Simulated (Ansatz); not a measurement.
**CH6SeSn (SMILES [CH3][SnH2][SeH]): SVWN5/def2-SVP (core potential)**

Aim: the electronic atomisation energy of CH6SeSn at SVWN5/def2-SVP (core potential), from 5 runs. 

The calculation is run with Ansatz 0.2.0.

26 further runs of the same task are left out: 26 set aside as unsound or not needed.

### Step 1. The molecule

The species is CH6SeSn (9 atoms), meant as a singlet with charge 0. As SMILES, `[CH3][SnH2][SeH]`. Geometry: relaxed at PBE0-D4/def2-TZVP. This is one conformer, not always the lowest.

Bond lengths: C1–Sn2 2.136 Å, Sn2–Se3 2.540 Å, C1–H4 1.089 Å, C1–H5 1.090 Å, C1–H6 1.091 Å, Sn2–H7 1.710 Å, Sn2–H8 1.707 Å, Se3–H9 1.469 Å. Some angles: C1–Sn2–Se3 109.5°, C1–Sn2–H7 111.1°, C1–Sn2–H8 112.0°, Se3–Sn2–H7 109.1°, Se3–Sn2–H8 104.3°, Sn2–C1–H4 109.3°, Sn2–C1–H5 109.6°, Sn2–C1–H6 110.1°, Sn2–Se3–H9 92.2°, H7–Sn2–H8 110.6°.

### Step 2. The energy at SVWN5/def2-SVP (core potential)

The input, run.yaml:

```yaml
crystal:
  periodic: [false, false, false]
  atoms:
    - {symbol: C, position_ang: [-0.174500, 1.157500, -0.743700]}
    - {symbol: Sn, position_ang: [0.300500, -0.850100, -0.190700]}
    - {symbol: Se, position_ang: [0.644400, -0.976600, 2.322400]}
    - {symbol: H, position_ang: [0.629100, 1.819800, -0.423700]}
    - {symbol: H, position_ang: [-1.102000, 1.460200, -0.258200]}
    - {symbol: H, position_ang: [-0.295900, 1.229200, -1.825300]}
    - {symbol: H, position_ang: [-0.953000, -1.923600, -0.638000]}
    - {symbol: H, position_ang: [1.791400, -1.359500, -0.847800]}
    - {symbol: H, position_ang: [-0.751400, -0.603200, 2.587900]}
basis:
  gaussian: {orbitals: def2-SVP}
output: {orbitals: {seedname: orbitals}}
accuracy: high
magnetization: {spin_polarized: false, initial_magnetization: 0}
hamiltonian: {xc: {name: SVWN5}}
```

On the command line:

```console
$ ansatz run run.yaml --threads 1 --pin off --max-ram 2610MiB --events-out events.jsonl --progress --plain --runs-dir runs
```

Standard output:

```text
Warning: RAYON_NUM_THREADS=1 ignored (pool sized by the plan → 1); use --threads N
Functional definition: SVWN5
  name "SVWN5"
  exchange = slater_x
  correlation = vwn5_c
2314 factors; integrals over basis functions are off by at most 1.4e-8 eV
mean field evaluation 1: about -72185.8216 eV, gradient 5.8e1 eV
mean field evaluation 2: about -72169.8953 eV, gradient 8.5e1 eV
mean field evaluation 4: about -72194.0569 eV, gradient 6.0e0 eV
mean field evaluation 8: about -72194.1631 eV, gradient 3.5e-1 eV
mean field evaluation 16: about -72194.1636 eV, gradient 3.8e-5 eV
mean field -72194.16357596 eV, -2653.0865764548 hartree, gradient 1.0e-7 eV, S^2 0.000000; 0 other end points of the search recorded, 0 dependent functions left out
reference -72194.16357965 eV, -2653.0865765906 hartree; 34, 34 occupied and 68, 68 virtual orbitals, 2314 factors
Total energy: -72194.16357965 eV, -2653.0865765906 hartree
```

It took 6.9 s on 1 thread of Arm Neoverse V1, shared host; peak memory 0.27 GiB.

### Step 3. The C atom

The input, run.yaml:

```yaml
crystal:
  periodic: [false, false, false]
  atoms:
    - {symbol: C, position_ang: [0.000000, 0.000000, 0.000000]}
basis:
  gaussian: {orbitals: def2-SVP}
accuracy: high
hamiltonian: {xc: {name: SVWN5}}
magnetization: {spin_polarized: true, initial_magnetization: 2}
```

Run the same way, it converges to -37.42165 Eh (log not shown).

### Step 4. The H atom at the same level

The input, input.yaml:

```yaml
crystal:
  periodic: [false, false, false]
  atoms:
    - {symbol: H, position_ang: [0.000000, 0.000000, 0.000000]}
basis:
  gaussian:
    orbitals: def2-SVP
magnetization:
  spin_polarized: true
  initial_magnetization: 1
hamiltonian:
  xc: {name: SVWN5}
accuracy: high
```

Run the same way, it converges to -0.47747 Eh (log not shown).

### Step 5. The Se atom at the same level

The input, job.yaml:

```yaml
basis:
  gaussian:
    orbitals: def2-SVP
crystal:
  periodic: [false, false, false]
  atoms:
    - {symbol: Se, position_ang: [0.000000, 0.000000, 0.000000]}
accuracy: high
hamiltonian:
  xc: {name: SVWN5}
magnetization:
  spin_polarized: true
  initial_magnetization: 2
```

Run the same way, it converges to -2397.76300 Eh (log not shown).

### Step 6. The Sn atom

The input, run.yaml:

```yaml
crystal:
  periodic: [false, false, false]
  atoms:
    - {symbol: Sn, position_ang: [0.000000, 0.000000, 0.000000]}
basis:
  gaussian: {orbitals: def2-SVP}
magnetization: {spin_polarized: true, initial_magnetization: 2}
hamiltonian: {xc: {name: SVWN5}}
accuracy: high
```

On the command line:

```console
$ ansatz run run.yaml --threads 1 --pin off --max-ram 2610MiB --events-out events.jsonl --progress --plain --runs-dir runs
```

Standard output:

```text
Warning: RAYON_NUM_THREADS=1 ignored (pool sized by the plan → 1); use --threads N
[... 4 set-up lines as earlier in the session ...]
223 factors; integrals over basis functions are off by at most 2.0e-9 eV
mean field evaluation 1: about -5820.5591 eV, gradient 2.6e0 eV
mean field evaluation 2: about -5820.5531 eV, gradient 2.3e0 eV
mean field evaluation 4: about -5820.5932 eV, gradient 1.3e0 eV
mean field evaluation 8: about -5820.5931 eV, gradient 1.3e0 eV
mean field evaluation 16: about -5820.6104 eV, gradient 9.5e-9 eV
mean field evaluation 32: about -5820.6098 eV, gradient 1.5e-1 eV
mean field -5820.61037402 eV, -213.9034858938 hartree, gradient 4.5e-8 eV, S^2 2.000833; 2 other end points of the search recorded, 0 dependent functions left out
reference -5820.61037561 eV, -213.9034859522 hartree; 12, 10 occupied and 14, 16 virtual orbitals, 223 factors
Total energy: -5820.61037561 eV, -213.9034859522 hartree
```

Wall time 1.2 s (1 thread of Arm Neoverse V1, shared host).

### Step 7. Results

At SVWN5/def2-SVP (core potential):

| quantity | value |
| --- | --- |
| molecule: total energy | -2653.08658 Eh |
| molecule: HOMO energy | -5.53 eV |
| molecule: LUMO energy | -1.25 eV |
| molecule: HOMO–LUMO gap | 4.28 eV |
| C atom: total energy | -37.42165 Eh |
| C atom: ⟨S²⟩ | 2.002 |
| H atom: total energy | -0.47747 Eh |
| H atom: ⟨S²⟩ | 0.750 |
| Se atom: total energy | -2397.76300 Eh |
| Se atom: ⟨S²⟩ | 2.001 |
| Sn atom: total energy | -213.90349 Eh |
| Sn atom: ⟨S²⟩ | 2.001 |
| electronic atomisation energy | 30.848 eV |

**Reading.** Taking the molecule apart into free atoms costs 30.85 eV (2976 kJ/mol), before zero-point energy and without spin-orbit coupling.
